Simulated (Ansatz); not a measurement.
# Ni3O: the cost of one run

Program: Ansatz 0.2.0. Level of theory: DFT PBE, scalar-relativistic, plane waves, PAW. These are calculated values, not measurements.

## Step 1: The structure to begin with

It takes space group Pm-3m (No. 221, cubic). Conventional cell: a = 3.299 Å, b = 3.299 Å, c = 3.299 Å, α = 90.00°, β = 90.00°, γ = 90.00°. Ni (site symmetry 4/mmm) is surrounded by 8 Ni at 2.33 Å and 4 O at 2.33 Å. Around O (site symmetry m-3m) lie 12 Ni at 2.33 Å.

As a file:

```cif
data_structure
_symmetry_space_group_name_H-M 'Pm-3m'
_symmetry_Int_Tables_number 221
_cell_length_a 3.2987
_cell_length_b 3.2987
_cell_length_c 3.2987
_cell_angle_alpha 90.000
_cell_angle_beta 90.000
_cell_angle_gamma 90.000
_cell_volume 35.90
loop_
_atom_site_label
_atom_site_type_symbol
_atom_site_symmetry_multiplicity
_atom_site_Wyckoff_symbol
_atom_site_fract_x
_atom_site_fract_y
_atom_site_fract_z
_atom_site_occupancy
Ni1 Ni 3 c 0.00000 0.50000 0.50000 1
O1 O 1 a 0.00000 0.00000 0.00000 1
```

This is candidate A: Cu3Au (L1_2) type (Pm-3m, No. 221).

(A quick probe on a coarse mesh, which set the mesh and smearing, is not shown.)

## Step 3: Rough relaxation on the coarse mesh (candidate A)

input.yaml reads:

```yaml
crystal:
  lattice:
    - [3.2987345458, 0.0, 0.0]
    - [0.0, 3.2987345458, 0.0]
    - [0.0, 0.0, 3.2987345458]
  atoms:
    - { symbol: Ni, position: [0.0, 0.5, 0.5], spin: 0.93 }
    - { symbol: Ni, position: [0.5, 0.0, 0.5], spin: 0.93 }
    - { symbol: Ni, position: [0.5, 0.5, 0.0], spin: 0.93 }
    - { symbol: O, position: [0.0, 0.0, 0.0], spin: 0.28 }
basis:
  ecutwfc: 420
kpoints:
  mp_grid: { grid: [6, 6, 6] }
hamiltonian:
  xc: pbe
scf:
  occupations: { method: gaussian, width: 0.1 }
  lower_state_search: "off"
output:
  forces: true
  stress: true
  eigenvalues: true
  populations: true
magnetization:
  spin_polarized: true
relax:
  adjacent_minimum: "off"
  f_tol: 0.04
  max_steps: 70
  cell: { stress_tol: 0.4 }
```

Started as:

```sh
$ ansatz run input.yaml --threads 1 --pin off --max-ram 2560MiB --backend cpu --events-out ev --progress --plain --runs-dir out
```

Q: Estimate wall time and peak memory on 1 thread of Intel Xeon Platinum 8259CL at 2.50GHz (Skylake/Cascade Lake), shared host.

About 41 s, with a peak of 0.4 GiB.
